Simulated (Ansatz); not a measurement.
# Gd (P6_3/mmc): which magnetic order lies lowest

One table from this session's results is given with a row withheld; the runs are named, their logs left out.

Computed with Ansatz 0.2.0 (DFT r²SCAN, scalar-relativistic, plane waves, PAW, unless a step's input says otherwise).

## The starting structure

It takes space group P6_3/mmc (No. 194, hexagonal). Conventional cell: a = 3.639 Å, b = 3.639 Å, c = 5.913 Å, α = 90.00°, β = 90.00°, γ = 120.00°. Gd (site symmetry -6m2) has 12 Gd at 3.63 to 3.64 Å as nearest neighbours.

As a file:

```cif
data_structure
_symmetry_space_group_name_H-M 'P6_3/mmc'
_symmetry_Int_Tables_number 194
_cell_length_a 3.6389
_cell_length_b 3.6389
_cell_length_c 5.9127
_cell_angle_alpha 90.000
_cell_angle_beta 90.000
_cell_angle_gamma 120.000
_cell_volume 67.80
loop_
_atom_site_label
_atom_site_type_symbol
_atom_site_symmetry_multiplicity
_atom_site_Wyckoff_symbol
_atom_site_fract_x
_atom_site_fract_y
_atom_site_fract_z
_atom_site_occupancy
Gd1 Gd 2 c 0.33333 0.66667 0.25000 1
```

An earlier run at r²SCAN left this cell at 33.902 Å³/atom and -0.01 GPa (14×14×8 mesh).

Set-up of the first run:

The input, input.yaml:

```yaml
crystal:
  lattice:
    - [3.6388794248, 0.0, 0.0]
    - [-1.8194397124, 3.1513620232, 0.0]
    - [0.0, 0.0, 5.9126730142]
  atoms:
    - { symbol: Gd, position: [0.3333333333, 0.6666666667, 0.25], spin: 7.0 }
    - { symbol: Gd, position: [0.6666666667, 0.3333333333, 0.75], spin: -7.0 }
basis:
  ecutwfc: 500
  ecutrho_ratio: 4
kpoints:
  mp_grid: { grid: [14, 14, 8] }
hamiltonian:
  xc: r2scan
scf:
  occupations: { method: gaussian, width: 0.05 }
  lower_state_search: "off"
output:
  forces: true
  stress: true
  eigenvalues: true
  populations: true
magnetization:
  spin_polarized: true
```

Launch:

```sh
ansatz run input.yaml --threads 4 --pin off --max-ram 10240MiB --backend cpu --events-out ev --progress --plain --runs-dir out
```

Steps of the session up to this table: Antiferromagnetic, in the cell as typed; Ferromagnetic, larger cell; Antiferromagnetic, propagation vector (0, 0, 1/2); Antiferromagnetic, propagation vector (0, 1/2, 0); Antiferromagnetic, propagation vector (0, 1/2, 1/2); No spin polarisation.

One of the session's tables, all rows but one given; the rest of the session is left out.

It belongs to the step «The orders side by side». 

| order | above the lowest (meV/atom) | largest moment (μB) | pressure (GPa) |
| --- | --- | --- | --- |
| ferromagnetic | 0.0 | 7.58 | 0.0 |
| antiferromagnetic, in the cell as typed | ? | ? | ? |
| antiferromagnetic, propagation vector (0, 0, 1/2) | 8.5 | 7.62 | 0.2 |
| antiferromagnetic, propagation vector (0, 1/2, 0) (1) | 111.7 | 7.41 | -0.2 |
| antiferromagnetic, propagation vector (0, 1/2, 0) (2) | 73.0 | 7.62 | 0.0 |
| antiferromagnetic, propagation vector (0, 1/2, 1/2) | 89.6 | 7.49 | -0.1 |
| no spin polarisation | 8041.8 | 0.00 | 1.3 |

**Question.** Estimate the row for antiferromagnetic, in the cell as typed.

As computed: above the lowest (meV/atom): 63.3; largest moment (μB): 7.56; pressure (GPa): -0.2. In the column «above the lowest (meV/atom)» it lies between antiferromagnetic, propagation vector (0, 0, 1/2) (8.5) and antiferromagnetic, propagation vector (0, 1/2, 0) (2) (73.0).

The first row is the run of the earlier session that started with parallel moments (-9346.2378 eV/atom).

Limits of these values: Only these orders were tried, at zero temperature; the one found in experiment may not be among them. Warnings in the runs' records: stability check not made, given moment on shells, look outside group.
